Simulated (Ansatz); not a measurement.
Ta₂C, space group P-3m1, cell relaxations under several functionals

Computed with Ansatz 0.2.0 through its Python package.

`lattice_ta2c.py`
```python
import ansatz
import numpy as np

def edges_and_angles(cell):
    cell = np.asarray(cell)
    a, b, c = np.linalg.norm(cell, axis=1)
    cosines = cell[1] @ cell[2] / (b * c), cell[0] @ cell[2] / (a * c), cell[0] @ cell[1] / (a * b)
    return (a, b, c, *np.degrees(np.arccos(cosines)))


def main() -> None:
    vectors = np.array([
        [3.1059, 0.0, 0.0],
        [-1.55295, 2.68979, 0.0],
        [0.0, 0.0, 4.9464],
    ])
    ta2c = (
        ansatz.Lattice.of(vectors)
        .atom("Ta", [1 / 3, 2 / 3, 0.25201])
        .atom("Ta", [2 / 3, 1 / 3, 0.74799])
        .atom("C", [0.0, 0.0, 0.0])
    )

    job = (
        ta2c.calculation()
        .occupations(ansatz.OccupationsMethod.FERMI_DIRAC, width=0.01)
        .eigensolver("davidson", mixed_precision=False)
        .kpoints(length=12)
        .mixing("broyden", preconditioner="kerker_dos")
        .relax(cell=True, force_tolerance=0.1)
    )

    levels = [("pbesol", "none"), ("blyp", "d3bj"), ("lda", "none")]
    print("level            a       b       c    alpha   beta  gamma  V/atom  steps")
    for name, dispersion in levels:
        seen = []
        run = job.functional(name, dispersion=dispersion).session().plan()
        outcome = run.execute(on_event=lambda e: seen.append(e) if e["event"] == "relax_step" else None)
        cell = outcome.lattice.cell_ang
        label = name if dispersion == "none" else f"{name}+{dispersion}"
        print("{:13s} {:7.4f} {:7.4f} {:7.4f} {:6.2f} {:6.2f} {:6.2f}".format(label, *edges_and_angles(cell)), f"{abs(np.linalg.det(cell)) / len(outcome.lattice.sites):7.3f} {len(seen):5d}")


if __name__ == "__main__":
    main()
```

```console
$ python lattice_ta2c.py
level            a       b       c    alpha   beta  gamma  V/atom  steps
DeckWarning: basis.ecutwfc = 420 eV, auto-derived from the records' recommended cutoffs: set by Ta (normal level)
pbesol         3.0860  3.0860  4.9340  90.00  90.00 120.00  13.564     6
blyp+d3bj      3.0870  3.0870  4.9270  90.00  90.00 120.00  13.554     6
lda            3.0669  3.0669  4.9043  90.00  90.00 120.00  13.316     8
```
(Warnings from the package without file and line.)

From smallest to largest: LDA (13.32 Å³ an atom, -3.3 % against the start), BLYP+D3BJ (13.55 Å³ an atom, -1.6 % against the start) and PBEsol (13.56 Å³ an atom, -1.5 % against the start). The spread is 1.9 % in volume.

What to keep in mind:
- These settings explore the input space; cutoff and mesh may be short of convergence.
- BLYP and dispersion corrections can be off by several per cent in the lattices of metals, and by several GPa in the pressure at a fixed cell.
- For a metal this mesh is far too coarse, so the numbers only illustrate the procedure.
- Spin-orbit coupling, which matters for elements this heavy, is left out.
- The structure is a deposited one; some such entries were measured under pressure or heat, so a shift against it needn't be the functional's error alone.
- The whole script took 13 s on 1 thread of Arm Neoverse V2 (shared host), peak memory 0.37 GiB.
